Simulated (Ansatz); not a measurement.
**CH6ClNSSi: one species, many methods**

The task here is to estimate one member of a computed series from the others.

Computed with Ansatz 0.2.0, Gaussian basis. Level: functionals in def2-TZVPP, the program's frozen cores in correlated methods.

The runs, in order: LDA (SPW92), PBE-D4, revPBE-D4, BLYP-D4, r2SCAN-D4, B97M-V, PBE0-D4, B3LYP-D4, r2SCANh-D4, r2SCAN0-D4, HSE06-D4, BHLYP-D4, CAM-B3LYP-D4, LC-ωPBE, ωB97X-V, ωB97M-V, B2PLYP, PBE-QIDH; CCSD(T)/def2-SVP; CCSD(T)/def2-TZVPP; MP2/def2-QZVPP; extrapolation to the limit; RPA on PBE.

## Structure used throughout

The geometry comes from an earlier relaxation with PBE0-D4 in a triple-zeta def2 set; it is a stationary point, not always the lowest conformer.

SMILES `NC(S)[SiH2]Cl`, 11 atoms, charge 0, spin multiplicity 1.

Atoms are counted from 1 here; the program's logs count them from 0.

Bond lengths: N1–C2 1.453 Å, N1–H6 1.014 Å, N1–H7 1.015 Å, C2–S3 1.805 Å, C2–Si4 1.897 Å, C2–H8 1.095 Å, S3–H9 1.345 Å, Si4–Cl5 2.063 Å, Si4–H10 1.483 Å, Si4–H11 1.481 Å. Angles: C2–N1–H6 110.4°, C2–N1–H7 110.5°, H6–N1–H7 107.9°, N1–C2–S3 111.5°, N1–C2–Si4 116.1°, N1–C2–H8 108.5°, S3–C2–Si4 105.5°, S3–C2–H8 107.9°, Si4–C2–H8 107.0°, C2–S3–H9 97.1°, C2–Si4–Cl5 106.7°, C2–Si4–H10 110.4°, C2–Si4–H11 112.8°, Cl5–Si4–H10 107.7°, Cl5–Si4–H11 107.7°, H10–Si4–H11 111.4°.

The first run:

in.yaml reads:

```yaml
crystal:
  periodic: [false, false, false]
  atoms:
    - {symbol: N, position_ang: [0.124449, 1.112465, 1.056156]}
    - {symbol: C, position_ang: [-0.193796, -0.188213, 0.491669]}
    - {symbol: S, position_ang: [0.916768, -1.468188, 1.114279]}
    - {symbol: Si, position_ang: [-0.109535, -0.321885, -1.399146]}
    - {symbol: Cl, position_ang: [-1.120080, 1.310675, -2.153177]}
    - {symbol: H, position_ang: [1.095855, 1.344190, 0.882255]}
    - {symbol: H, position_ang: [-0.449873, 1.834039, 0.631743]}
    - {symbol: H, position_ang: [-1.213894, -0.454955, 0.785475]}
    - {symbol: H, position_ang: [0.490751, -1.450971, 2.389920]}
    - {symbol: H, position_ang: [1.297047, -0.233313, -1.860616]}
    - {symbol: H, position_ang: [-0.772190, -1.540745, -1.917858]}
basis:
  gaussian: {orbitals: def2-TZVPP}
hamiltonian: {xc: lda}
output: {orbitals: {seedname: orbitals}}
```

Among the steps run: LDA; PBE-D4 (GGA); revPBE-D4 (GGA); BLYP-D4 (GGA); r2SCAN-D4 (meta-GGA); B97M-V (meta-GGA); PBE0-D4 (hybrid); B3LYP-D4 (hybrid); r2SCANh-D4 (hybrid); r2SCAN0-D4 (hybrid); HSE06-D4 (hybrid); BHLYP-D4 (hybrid); CAM-B3LYP-D4 (range-separated); LC-ωPBE (range-separated); ωB97X-V (range-separated); ωB97M-V (range-separated); B2PLYP (double hybrid); PBE-QIDH (double hybrid).

One table of the session follows, with a row left open; its other results are not shown here.

It belongs to the step «Orbital energies across the functionals». 

```
  functional  HOMO (eV)  gap (eV)
 LDA (SPW92)      -5.84      4.39
      PBE-D4          ?         ?
   revPBE-D4      -5.66      4.57
     BLYP-D4      -5.60      4.53
   r2SCAN-D4      -5.99      5.12
      B97M-V      -6.16      5.17
     PBE0-D4      -7.07      6.77
    B3LYP-D4      -6.85      6.32
  r2SCANh-D4      -6.50      5.94
  r2SCAN0-D4      -7.27      7.16
    HSE06-D4      -6.67      5.99
    BHLYP-D4      -8.35      8.99
CAM-B3LYP-D4      -8.45      9.20
     LC-ωPBE      -9.80     11.73
     ωB97X-V      -9.47     11.25
     ωB97M-V      -9.35     10.88
```

Q: Estimate the row for PBE-D4 from the others.

As computed: HOMO (eV): -5.72; gap (eV): 4.51. In the column «HOMO (eV)» it lies between LDA (SPW92) (-5.84) and revPBE-D4 (-5.66).
